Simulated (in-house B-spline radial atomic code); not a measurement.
**Ce²⁹⁺: ionisation energy by several methods**

Aim: the ionisation energy of Ce²⁹⁺ by several methods, each as the difference of two self-consistent energies (Ce²⁹⁺ and the next ion, [Ar] 3d10).

Program: in-house B-spline radial atomic code version 1. Level of theory: scalar-relativistic (X2C), several functionals, spin-polarised, exact exchange averaged over the configuration; spherical all-electron atom at the radial basis limit. These are calculated values, not measurements, unless marked.

### 1 The system

| Quantity | Value |
| --- | --- |
| element | cerium (Z = 58) |
| charge | +29 |
| electrons | 29 |
| configuration | [Ar] 3d10 4s1 |
| nucleus | Fermi, rms radius 4.877 fm |

The outer shells:

[Ar] 3d10 4s1
```
[Ar] core
3d [↑↓][↑↓][↑↓][↑↓][↑↓]
4s [↑ ]
```

Where spins are not typed, each open shell is filled with up spins first.

### 2 M06-2X, a global hybrid

Input settings:

```ini
Z = 58
electrons = 29.0
configuration = [Ar] 3d10 4s1
hamiltonian = x2c
method = m062x
spin_polarised = True
nucleus = fermi
rms_radius = 4.8771
mass_number = 140
atomic_mass = 139.905448433
speed_of_light = 137.035999084
exact_exchange = averaged over the configuration
```

Launch:

```sh
$ python run_scf.py task.json out
```

The settings of every run stand in task.json; they run in order.

### 3 LC-ωPBE, a range-separated hybrid

Settings: those of step 2 with these lines changed.

```diff
@@ -4,3 +4,3 @@
 hamiltonian = x2c
-method = m062x
+method = lc_wpbe
 spin_polarised = True
```

### 4 B97-1, a global hybrid

Settings: those of step 3 with these lines changed.

```diff
@@ -4,3 +4,3 @@
 hamiltonian = x2c
-method = lc_wpbe
+method = b97_1
 spin_polarised = True
```

**Question.** The tabulated ionisation energy is 1103.5 ± 0.5 eV (semi-empirical; NIST Atomic Spectra Database). What does each method give, and which comes nearest?

The runs gave:

| method | rung | total energy (hartree) | ΔSCF (eV) | −ε highest (eV) | ΔSCF less tabulated (eV) |
| --- | --- | --- | --- | --- | --- |
| M06-2X | global hybrid | -8425.8990 | 1105.58 | 1094.88 (4s up) | +2.08 |
| B97-1 | global hybrid | -8424.7831 | 1106.23 | 1091.55 (4s up) | +2.73 |
| LC-ωPBE | range-separated hybrid | -8424.4669 | 1108.80 | 1095.98 (4s up) | +5.30 |

What this shows: Tables give 1103.5 ± 0.5 eV (semi-empirical; NIST Atomic Spectra Database) for the ionisation energy. M06-2X misses by +2.08 eV, the least, and LC-ωPBE by +5.30 eV (0.48 %), the most. Relativistic terms that these runs lack can be as large as the gaps between close methods, so the nearest may be so by luck. Spin-orbit coupling is left out.
